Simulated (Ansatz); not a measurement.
# CH₈GeSSi: a ladder of functionals and wavefunction methods

The task here is to estimate one member of a computed series from the others.

The runs use Ansatz 0.2.0, Gaussian basis; functionals in def2-TZVPP, the program's frozen cores in correlated methods.

Levels to be run: PBE-D4, r2SCAN-D4, PBE0-D4, B3LYP-D4, ωB97X-V, ωB97M-V, B2PLYP; CCSD(T)/def2-TZVPP; MP2/def2-QZVPP; extrapolation to the limit.

**The geometry**

All runs share one geometry, relaxed beforehand with PBE0-D4 in a triple-zeta def2 set.

SMILES `[SiH3][CH2][GeH2][SH]`, 12 atoms, charge 0, spin multiplicity 1.

Atoms are counted from 1 here; the program's logs count them from 0.

Bond lengths: Si1–C2 1.874 Å, Si1–H5 1.484 Å, Si1–H6 1.489 Å, Si1–H7 1.487 Å, C2–Ge3 1.954 Å, C2–H8 1.095 Å, C2–H9 1.093 Å, Ge3–S4 2.230 Å, Ge3–H10 1.536 Å, Ge3–H11 1.540 Å, S4–H12 1.343 Å. Angles: C2–Si1–H5 110.7°, C2–Si1–H6 109.9°, C2–Si1–H7 110.3°, H5–Si1–H6 108.4°, H5–Si1–H7 109.1°, H6–Si1–H7 108.3°, Si1–C2–Ge3 113.9°, Si1–C2–H8 109.8°, Si1–C2–H9 109.8°, Ge3–C2–H8 107.3°, Ge3–C2–H9 108.7°, H8–C2–H9 107.2°, C2–Ge3–S4 110.9°, C2–Ge3–H10 110.7°, C2–Ge3–H11 111.1°, S4–Ge3–H10 103.8°, S4–Ge3–H11 109.6°, H10–Ge3–H11 110.5° and more.

The first run:

in.yaml

```yaml
crystal:
  periodic: [false, false, false]
  atoms:
    - {symbol: Si, position_ang: [-0.714084, 1.556901, 0.009855]}
    - {symbol: C, position_ang: [-0.231103, 0.017979, 0.964805]}
    - {symbol: Ge, position_ang: [1.049540, -1.124547, 0.030465]}
    - {symbol: S, position_ang: [0.526461, -1.303461, -2.129665]}
    - {symbol: H, position_ang: [-1.661862, 1.221334, -1.081983]}
    - {symbol: H, position_ang: [-1.372767, 2.533510, 0.920738]}
    - {symbol: H, position_ang: [0.492451, 2.201376, -0.573970]}
    - {symbol: H, position_ang: [0.223483, 0.302286, 1.919203]}
    - {symbol: H, position_ang: [-1.123993, -0.569962, 1.194576]}
    - {symbol: H, position_ang: [2.444655, -0.481261, 0.017894]}
    - {symbol: H, position_ang: [1.108330, -2.526626, 0.665445]}
    - {symbol: H, position_ang: [-0.664213, -1.882630, -1.903463]}
basis:
  gaussian: {orbitals: def2-TZVPP}
hamiltonian: {xc: pbe, dispersion: d4}
output: {forces: true, orbitals: {seedname: orbitals}}
```

On the command line:

```bash
> ansatz run in.yaml --threads 4 --pin off --events-out ev --progress --plain --max-ram 10444MiB
```

Among the steps run: PBE-D4 (GGA); r2SCAN-D4 (meta-GGA); PBE0-D4 (hybrid); B3LYP-D4 (hybrid); ωB97X-V (range-separated); ωB97M-V (range-separated); B2PLYP (double hybrid); CCSD(T) in def2-TZVPP; MP2 in def2-QZVPP.

One table of the session follows, with a row left open; its other results are not shown here.

| method | atomisation energy (kJ/mol) |
| --- | --- |
| PBE-D4 | 3711.0 |
| r2SCAN-D4 | 3729.0 |
| PBE0-D4 | 3697.1 |
| B3LYP-D4 | 3708.6 |
| ωB97X-V | 3753.3 |
| ωB97M-V | 3726.8 |
| B2PLYP | 3664.8 |
| HF/def2-TZVPP | 2781.8 |
| MP2/def2-TZVPP | 3642.3 |
| CCSD/def2-TZVPP | ? |
| CCSD(T)/def2-TZVPP | 3655.3 |
| MP2/CBS | 3724.4 |
| CCSD(T)/CBS | 3737.4 |

Q: Estimate the row for CCSD/def2-TZVPP from the others.

**Answer.** atomisation energy (kJ/mol): 3613.1. In the column «atomisation energy (kJ/mol)» it lies between HF/def2-TZVPP (2781.8) and MP2/def2-TZVPP (3642.3).

Among the levels timed on like hardware and quicker than the yardstick, those that no quicker one beats, quickest first: PBE-D4 (3.1 s, -26.4 kJ/mol); r2SCAN-D4 (5.5 s, -8.4 kJ/mol).

B2PLYP carry no dispersion term (for B3LYP, D4 adds 48.0 kJ/mol).

Limits of these values: Free atoms (1 Si, 1 C, 1 Ge, 1 S, 8 H) were run apart at each level; the atomisation energy is their sum less the molecule, without zero-point or spin-orbit terms.
